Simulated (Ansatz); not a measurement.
# LaBi: relaxation of cell and atoms with PBE+D3(BJ)

The system is LaBi.

```
CELL_PARAMETERS angstrom
0.00000 3.28250 3.28250
3.28250 0.00000 3.28250
3.28250 3.28250 0.00000
ATOMIC_POSITIONS crystal
Bi 0.50000 0.50000 0.50000
La 0.00000 0.00000 0.00000
```

```json
{
  "Program": "Ansatz 0.2.0",
  "Task": "relaxation of cell and atoms",
  "Functional": "PBE",
  "Dispersion": "D3(BJ)",
  "Potentials or basis": "all-electron LAPW, scalar-relativistic",
  "Basis error allowed": "0.001 eV/atom",
  "k mesh": "7 × 7 × 7",
  "Occupations": "fermi-dirac, width 0.05 eV",
  "Spin": "no spin polarisation"
}
```

The relaxed volume is 35.53 Å³/atom and the relaxed cell is a = 4.649 Å, b = 4.649 Å, c = 4.649 Å, α = 60.00°, β = 60.00°, γ = 60.00°. The space group after relaxing (to 0.05 Å) is Fm-3m (No. 225) and the energy gained by relaxing is 0.1 meV/atom. The ionic steps are 4. The pressure after relaxing is 0.0 GPa.

The path:
```csv
step,energy change (eV),largest force (eV/Å),volume (Å³)
1,0.0000,0.0000,70.74
2,-0.0002,0.0000,71.25
3,-0.0002,0.0000,71.06
4,-0.0002,0.0000,71.06
```

Final structure:
```cif
data_structure
_symmetry_space_group_name_H-M 'P 1'
_symmetry_Int_Tables_number 1
_cell_length_a 4.6492
_cell_length_b 4.6492
_cell_length_c 4.6492
_cell_angle_alpha 60.000
_cell_angle_beta 60.000
_cell_angle_gamma 60.000
_cell_volume 71.06
loop_
_atom_site_label
_atom_site_type_symbol
_atom_site_fract_x
_atom_site_fract_y
_atom_site_fract_z
_atom_site_occupancy
Bi1 Bi 0.50000 0.50000 0.50000 1
La1 La 0.00000 0.00000 0.00000 1
```

Run time: 6.5 s on 2 threads of Intel(R) Xeon(R) 6975P-C (Granite Rapids), on a shared host, peak memory 0.35 GiB.

 Zero-point motion and thermal expansion aren't in these numbers.
